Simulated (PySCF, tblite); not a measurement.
# C3H12N4Si: geometry, infrared bands and NMR shifts

Aim: predict the infrared bands and NMR shifts of C3H12N4Si (`[H]/N=C/CN[Si@H](N)NC`).

Programs: tblite 0.8.0 and PySCF 2.14.0, with density-fitted response routines of our own. Each step states its level of theory. These are calculated values for one molecule in the gas phase, unless marked as measured. Atoms count from 0, in the outputs and in this text.

## 1. The starting structure

20 atoms, charge 0, multiplicity 1; geometry from: force field or distance geometry start.

Bonds of the start (Å): C0–N1 1.47, N1–Si2 1.65, Si2–N3 1.67, Si2–N4 1.68, N4–C5 1.46, C5–C6 1.52, C6–N7 1.30, C0–H8 1.10, C0–H9 1.08, C0–H10 1.09, N1–H11 1.03, Si2–H12 1.47, N3–H13 1.01, N3–H14 1.02, N4–H15 1.02, C5–H16 1.09, C5–H17 1.09, C6–H18 1.11, N7–H19 1.03.

## 2. Geometry optimisation with GFN2-xTB

What the job is given:

```
{"job": {"kind": "relax", "xc": "GFN2-xTB", "basis": "xTB"}, "charge": 0, "multiplicity": 1}
C      2.352600    -0.548100     1.283400
N      1.165500    -0.574000     0.419200
Si     0.761200     0.591100    -0.677800
N      1.678600     0.179400    -2.007000
N     -0.745000     0.035900    -1.178700
C     -2.037400     0.602000    -0.784500
C     -2.409100     0.252400     0.644200
N     -1.699200    -0.524600     1.413300
H      2.326800     0.306700     1.970000
H      3.265200    -0.505400     0.703400
H      2.379500    -1.458800     1.887800
H      0.339300    -0.693400     1.028200
H      0.775000     1.998600    -0.242300
H      1.039000     0.123800    -2.783900
H      1.955000    -0.780100    -1.822200
H     -0.753400    -0.942500    -0.897300
H     -2.820200     0.204400    -1.424400
H     -2.057400     1.687500    -0.891800
H     -3.353600     0.684500     1.031300
H     -2.167400    -0.628600     2.325900
```

Launch:

```bash
OMP_NUM_THREADS=1 python probes_run.py task.json out
```

One launch serves the whole session: the jobs run in the order shown.

**Question.** This job is followed by: GFN2-xTB harmonic vibrations, gas phase; GIAO PBE0/pcSseg-1 NMR shielding, non-relativistic, gas phase. What will the session give for the following? strongest single infrared mode (GFN2-xTB); zero-point energy (GFN2-xTB); ¹³C shifts against TMS (PBE0/pcSseg-1); ¹H shifts against TMS (PBE0/pcSseg-1, means over atoms taken as alike); ¹⁵N shifts against NH3 (PBE0/pcSseg-1); ²⁹Si shifts against TMS (PBE0/pcSseg-1).

**Answer**, as computed:

| quantity | value |
| --- | --- |
| strongest single infrared mode (GFN2-xTB) | 2175 cm⁻¹, 329 km/mol |
| zero-point energy (GFN2-xTB) | 101.4 kcal/mol |
| ¹³C shifts against TMS (PBE0/pcSseg-1) | 182.7, 54.2, 31.0 ppm |
| ¹H shifts against TMS (PBE0/pcSseg-1, means over atoms taken as alike) | 10.37, 8.34, 4.68, 3.81, 3.73, 2.77, 1.86, 0.56, 0.24 ppm |
| ¹⁵N shifts against NH3 (PBE0/pcSseg-1) | 337.9, 43.1, 37.3, 26.0 ppm |
| ²⁹Si shifts against TMS (PBE0/pcSseg-1) | -28.3 ppm |

In words: The optimisation took 79 steps and gained 1.065 eV; among the close pairs (by a distance rule), N1–Si2 changed most, from 1.651 to 1.716 Å. All 54 modes are real, so the xTB geometry is a minimum. The strongest single mode, at 2175 cm⁻¹, moves mainly H12. Unscaled tight-binding wavenumbers are off by several per cent, some by more. Its intensities can rank the bands wrongly. At PBE0/pcSseg-1: Shielding is most anisotropic at N7 (span 621 ppm, paramagnetic term -398 ppm).
